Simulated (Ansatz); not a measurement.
# Cd(NH2)2 (CdN2H4): structure and electronic state

What does Cd(NH2)2 (CdN2H4) look like as a singlet, and where do its frontier electrons sit?

Computed with Ansatz 0.2.0, Gaussian basis. Level: RKS PBE0-D4/def2-TZVP.

Levels to be run: relaxation at r2SCAN-D4/def2-TZVP; a single point at PBE0-D4/def2-TZVP.

2 further runs of the same task are left out: 1 that didn't finish, 1 set aside as unsound or not needed. Runs told in other sessions of the task aren't counted.

## (1) The starting structure

7 atoms, charge 0, spin multiplicity 1.

Atoms are counted from 1 here; the program's logs count them from 0.

Bond lengths: Cd1–N2 2.143 Å, Cd1–N5 2.145 Å, N2–H3 1.015 Å, N2–H4 1.016 Å, N5–H6 1.016 Å, N5–H7 1.014 Å. Angles: N2–Cd1–N5 127.8°, Cd1–N2–H3 108.3°, Cd1–N2–H4 101.6°, H3–N2–H4 105.2°, Cd1–N5–H6 102.2°, Cd1–N5–H7 108.3°, H6–N5–H7 105.2°.

Cd takes a core potential in the def2 sets. No spin-orbit coupling is included.

The start is a GFN1-xTB geometry.

## (2) Optimising with r2SCAN-D4/def2-TZVP

The input, in.yaml:

```yaml
crystal:
  periodic: [false, false, false]
  atoms:
    - {symbol: Cd, position_ang: [-0.445920, 0.515080, 0.000100]}
    - {symbol: N, position_ang: [0.394680, 0.018690, 1.908240]}
    - {symbol: H, position_ang: [0.077450, 0.706090, 2.583790]}
    - {symbol: H, position_ang: [-0.108420, -0.833400, 2.138610]}
    - {symbol: N, position_ang: [-0.028080, -0.395410, -1.896570]}
    - {symbol: H, position_ang: [0.834410, 0.065990, -2.171800]}
    - {symbol: H, position_ang: [-0.724110, -0.077040, -2.562370]}
basis:
  gaussian: {orbitals: def2-TZVP}
hamiltonian: {xc: r2scan, dispersion: d4}
scf: {lower_state_search: "off"}
output: {orbitals: {seedname: orbitals}}
relax: {f_tol: 0.02, max_steps: 100}
```

On the command line:

```console
> ansatz run in.yaml --threads 4 --pin off --events-out ev --progress --plain --max-ram 3916MiB
```

After this run come: Single point, PBE0-D4/def2-TZVP.

Before running them: what should the planned runs give, taken together? Wanted: point group; near neighbours of the metal; HOMO, LUMO at PBE0-D4/def2-TZVP; charge on the metal; dipole at r2SCAN-D4/def2-TZVP.

As calculated:

```
                                         quantity             value
                                      point group                C1
                     near neighbours of the metal  N 2.01, N 2.01 Å
                  HOMO, LUMO at PBE0-D4/def2-TZVP   -6.69, -0.62 eV
charge on the metal (Mulliken, PBE0-D4/def2-TZVP)           +0.77 e
                    dipole at r2SCAN-D4/def2-TZVP            1.70 D
```

The molecule keeps its bonding pattern by the stored test; the atoms moved 0.37 Å (rms), and the angle N2–Cd1–N5 went from 128° to 173°. No usable vibrations, so a minimum isn't proven. The HOMO lies nearest to N2, N5 about 36 % each and the LUMO to Cd1 37 %; H3, H7 about 12 % each. The point group is read from a loosely relaxed geometry; soft torsions can leave it below the true symmetry.
